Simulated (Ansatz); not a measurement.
# K2PbS2O8: the cost of one run

Computed with Ansatz 0.2.0 (DFT, PBE, plane-wave PAW, default files, scalar-relativistic, as far as a step names no other, unless a step's input says otherwise).

1 further run of the same task is left out (it didn't finish).

**1. The system as given**

Symmetry: R-3m, No. 166, trigonal system. The conventional cell has a = 5.593 Å, b = 5.593 Å, c = 21.251 Å, α = 90.00°, β = 90.00°, γ = 120.00°. Around K (site symmetry 3m) lie 10 O at 2.71 to 2.99 Å. Pb (site symmetry -3m) is surrounded by 6 O at 2.67 Å. S (site symmetry 3m) has 4 O at 1.48 to 1.50 Å as nearest neighbours. O (site symmetry m) is surrounded by 1 S at 1.50 Å. O (site symmetry 3m) is surrounded by 1 S at 1.48 Å.

Structure file:

```cif
data_structure
_symmetry_space_group_name_H-M 'R-3m:H'
_symmetry_Int_Tables_number 166
_cell_length_a 5.5934
_cell_length_b 5.5934
_cell_length_c 21.2514
_cell_angle_alpha 90.000
_cell_angle_beta 90.000
_cell_angle_gamma 120.000
_cell_volume 575.80
loop_
_atom_site_label
_atom_site_type_symbol
_atom_site_symmetry_multiplicity
_atom_site_Wyckoff_symbol
_atom_site_fract_x
_atom_site_fract_y
_atom_site_fract_z
_atom_site_occupancy
K1 K 6 c 0.00000 0.00000 0.79627 1
Pb1 Pb 3 a 0.00000 0.00000 0.00000 1
S1 S 6 c 0.66667 0.33333 0.93239 1
O1 O 18 h 0.81251 0.62501 0.90821 1
O2 O 6 c 0.33333 0.66667 0.99793 1
```

**2. Gradients at the starting positions**

input.yaml reads:

```yaml
crystal:
  lattice:
    - [2.7967158925, 1.6146846734, 7.0837888294]
    - [-2.7967158925, 1.6146846734, 7.0837888294]
    - [0.0, -3.2293693468, 7.0837888294]
  atoms:
    - { symbol: K, position: [0.796275, 0.796275, 0.796275] }
    - { symbol: K, position: [0.203725, 0.203725, 0.203725] }
    - { symbol: Pb, position: [0.0, 0.0, 0.0] }
    - { symbol: S, position: [0.599059, 0.599059, 0.599059] }
    - { symbol: S, position: [0.400941, 0.400941, 0.400941] }
    - { symbol: O, position: [0.720711, 0.720711, 0.283194] }
    - { symbol: O, position: [0.283194, 0.720711, 0.720711] }
    - { symbol: O, position: [0.720711, 0.283194, 0.720711] }
    - { symbol: O, position: [0.279289, 0.716806, 0.279289] }
    - { symbol: O, position: [0.279289, 0.279289, 0.716806] }
    - { symbol: O, position: [0.331261, 0.331261, 0.331261] }
    - { symbol: O, position: [0.668739, 0.668739, 0.668739] }
    - { symbol: O, position: [0.716806, 0.279289, 0.279289] }
kpoints:
  mp_grid: { grid: [5, 5, 5] }
scf:
  occupations: { method: fermi_dirac, width: 0.02 }
hamiltonian:
  xc: pbe
  pseudopotentials: { kind: paw }
output:
  forces: true
  stress: true
  populations: true
  efg:
    quadrupole_moments_barn: { K: 0.0603, S: -0.0694, O: -0.02558 }
    contact_densities: true
  write_density: true
  write_potential: true
  elf: true
  volumetric_format: npy
```

Run with:

```
> ansatz run input.yaml --threads 1 --pin off --max-ram 2560MiB --backend cpu --events-out ev --progress --plain --runs-dir out
```

Q: Estimate wall time and peak memory on 1 thread of Arm Neoverse V1, shared host.

About 24 s, with a peak of 0.64 GiB.
